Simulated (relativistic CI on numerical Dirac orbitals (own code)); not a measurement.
**Co⁴⁺: K-beta emission multiplets**

Wanted: the shape of the K-beta emission spectrum of Co⁴⁺ in 3 surroundings, from the same atomic integrals.

Method: Dirac-Coulomb-Breit CI, KLI orbitals optimised for each configuration, model QED (radiative potential, 1s self-energy scaled to tabulated hydrogen-like ionisation energies), valence Slater integrals scaled by 0.7, multiplet model of X-ray emission after core ionisation in a parametric crystal field. Code: relativistic CI on numerical Dirac orbitals (own code) version 1.

## Step 1: Starting point

| Item | Value |
| --- | --- |
| ion | Co⁴⁺ (Co V) |
| nuclear charge | 27 |
| electrons | 23 |
| configurations | [Ar] 3d5 → 1s 2s2 2p6 3s2 3p6 3d5 → [Ne] 3s2 3p5 3d5 |
| temperature | 300 K |
| widths | Lorentz 2.24 eV, Gauss 1 eV |
| surrounding 1 | Oh, 10Dq = 31400 cm⁻¹ |
| surrounding 2 | Oh, 10Dq = 40200 cm⁻¹ |
| surrounding 3 | Oh, 10Dq = 49000 cm⁻¹ |

## Step 2: Surrounding 1: Oh, 10Dq = 31400

Settings, as recorded:

```ini
atom Co  Z=27  charge=4  electrons=23
nucleus A=59  rms_radius_fm=3.7875
hamiltonian dirac-coulomb  breit=on  qed=on  c_scale=1
orbitals kli  potential=per-configuration
slater_scale 0.7
correlation none
mixing on
configurations
  [Ar] 3d5
  1s 2s2 2p6 3s2 3p6 3d5
  [Ne] 3s2 3p5 3d5
end
emission K-beta T=300 lorentz=2.24 gauss=1.0
crystal_field Oh 10Dq=31400
```

## Step 3: Surrounding 2: Oh, 10Dq = 40200

The settings differ from step 2 so:

```diff
@@ -13,2 +13,2 @@
 emission K-beta T=300 lorentz=2.24 gauss=1.0
-crystal_field Oh 10Dq=31400
+crystal_field Oh 10Dq=40200
```

## Step 4: Surrounding 3: Oh, 10Dq = 49000

The settings differ from step 3 so:

```diff
@@ -13,2 +13,2 @@
 emission K-beta T=300 lorentz=2.24 gauss=1.0
-crystal_field Oh 10Dq=40200
+crystal_field Oh 10Dq=49000
```

(Steps that only read results are left out.)

What does the calculation give? Wanted: highest peak, first run; ground spin.

The runs gave:

| surrounding | ground S | centroid (eV) | spread (eV) | up to four highest peaks (% of the highest), eV |
| --- | --- | --- | --- | --- |
| 1: Oh | 0.51 | 7652.18 | 5.32 | 7644.2 (14), 7655.6 (100) |
| 2: Oh | 0.50 | 7652.19 | 5.27 | 7642.8 (12), 7655.4 (100) |
| 3: Oh | 0.50 | 7652.20 | 5.25 | 7641.4 (10), 7655.2 (100) |

| quantity | value |
| --- | --- |
| highest peak, first run | 7655.6 eV |
| ground spin (effective S from ⟨S²⟩) | 0.51 |

**Reading.** The position of the maximum differs by up to 0.4 eV between the surroundings, by shifts of peaks or by peaks exchanging rank. Photon energies are those of the free ion; lines in solids lie a few eV away.
